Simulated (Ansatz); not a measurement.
Crystal: NaLaMnMoO6.

```
Na La Mn Mo O
1.0
     5.10934   -0.00669    0.01056
    -0.23945    5.68925    0.00703
    -0.92899   -2.82542    5.11884
Na La Mn Mo O
1 1 1 1 6
Direct
  0.40776 0.38086 0.07519
  0.03690 0.66325 0.68598
  0.44271 0.04268 0.40638
  0.90251 0.96387 0.30442
  0.73627 0.69569 0.99417
  0.72288 0.91846 0.55299
  0.70112 0.27368 0.37292
  0.19224 0.75325 0.36660
  0.17926 0.03365 0.11672
  0.20034 0.27462 0.63197
```

The cell was built by a generator and needn't be a form met in nature.

Program: Ansatz 0.2.0. Alike in all runs: potentials or basis all-electron LAPW, scalar-relativistic; spin collinear, ferromagnetic start; cell as given; k mesh 4 × 4 × 4; cutoff (eV) 461; smearing fermi-dirac 0.05 eV; basis error allowed 0.002 eV/atom.

Q: Order these runs on this cell by their band gap on the k mesh, lowest first.
A. level PBE+U; U La f U = 6 eV, Mn d U = 6 eV, Mo d U = 6 eV
B. level revPBE
C. level PBE+U; U La f U = 3 eV, Mn d U = 3 eV, Mo d U = 3 eV

A: B (0.88 eV), A (1.04 eV), C (1.55 eV).

Caveats: spin-orbit coupling is left out, which moves the levels of the heavy elements; a cell with one magnetic atom can't hold antiferromagnetic order, which such compounds often take; the magnetic state may not be the lowest (some runs); U is the effective U less J, on atomic orbitals that reach past the spheres (some runs); forces of over 1 eV/Å show positions far from the minimum, so gaps and moduli don't describe the material at rest (some runs).

A k mesh can miss the band edges.

Not every run made on this cell is shown here.
